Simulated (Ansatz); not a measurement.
Runs of Ansatz 0.2.0 on HPbNO4. Symmetry: P2_1, No. 4, monoclinic system. The conventional cell has a = 6.435 Å, b = 4.111 Å, c = 8.338 Å, α = 90.00°, β = 112.11°, γ = 90.00°. Around H (site symmetry 1) lie 1 O at 0.99 Å. Around Pb (site symmetry 1) lie 4 O at 2.40 to 2.69 Å. N (site symmetry 1) has 3 O at 1.25 to 1.29 Å as nearest neighbours. O (site symmetry 1) has 1 H at 0.99 Å as nearest neighbours. O (site symmetry 1) has 1 N at 1.25 Å as nearest neighbours. O (site symmetry 1) has 1 N at 1.26 Å as nearest neighbours. O (site symmetry 1) has 1 N at 1.29 Å as nearest neighbours. The cell was built by a generator and needn't be a form met in nature.

```tsv
task	level	potentials or basis	cell	k mesh	cutoff (eV)	points for each segment of the path	gap on the mesh (eV)	pressure (GPa)	relaxed volume (Å³/atom)	largest force (eV/Å)
relaxation of cell and atoms	BLYP	Ansatz PAW	relaxed	4 × 5 × 3	420	-	3.30	0.0	15.48	0.01
band structure	PBE	Ansatz PAW	as given	5 × 7 × 4	420	10	3.30	0.0	-	0.01
single point	PBE	Ansatz PAW earlier set	as given	5 × 7 × 4	1000	-	3.30	(c)	-	0.05
band structure	revPBE	Ansatz PAW	as given	5 × 7 × 4	420	10	3.35	2.0	-	0.23
relaxation of cell and atoms	RPBE	Ansatz PAW	relaxed	4 × 5 × 3	420	-	3.40	0.0	16.28	0.01
relaxation of cell and atoms	PBE	Ansatz PAW	relaxed	4 × 5 × 3	420	-	3.30	0.0	14.59	0.01
band structure	BLYP	Ansatz PAW	as given	5 × 7 × 4	420	10	3.27	2.1	-	0.34
single point	PBE	JTH PAW	as given	5 × 7 × 4	1800	-	(d)	0.0	-	(a)
relaxation of cell and atoms	revPBE	Ansatz PAW	relaxed	4 × 5 × 3	420	-	3.42	0.0	16.08	-
band structure	RPBE	Ansatz PAW	as given	5 × 7 × 4	420	10	3.36	2.6	-	(b)
relaxation of cell and atoms	PBEsol+D3(BJ)	Ansatz PAW	relaxed	4 × 5 × 3	420	-	3.05	0.0	12.76	0.01
```

Alike in all rows: no spin polarisation; smearing fermi-dirac 0.05 eV.

Q: Fill in the values left out.

A: (a) 0.07; (b) 0.32; (c) -0.1; (d) 3.29.

Caveats: spin-orbit coupling is left out, which as a rule narrows the gap of such compounds by several tenths of an eV; odd divisions of the mesh miss points on the zone boundary, where band edges often lie, so the gap on the mesh can be too wide (some runs); the PAW data sets come from PBE, with cores solved anew for the run's functional, which leaves a small shift of forces and pressure (some runs); the potentials were made for another functional, which shifts forces and pressure (some runs); the plane-wave basis is chosen anew once the cell has moved, so the energies of steps on either side of that aren't comparable (some runs).

A k mesh can miss the band edges, and the runs leave out spin-orbit coupling on Pb.

Not every run made on this cell is shown here.
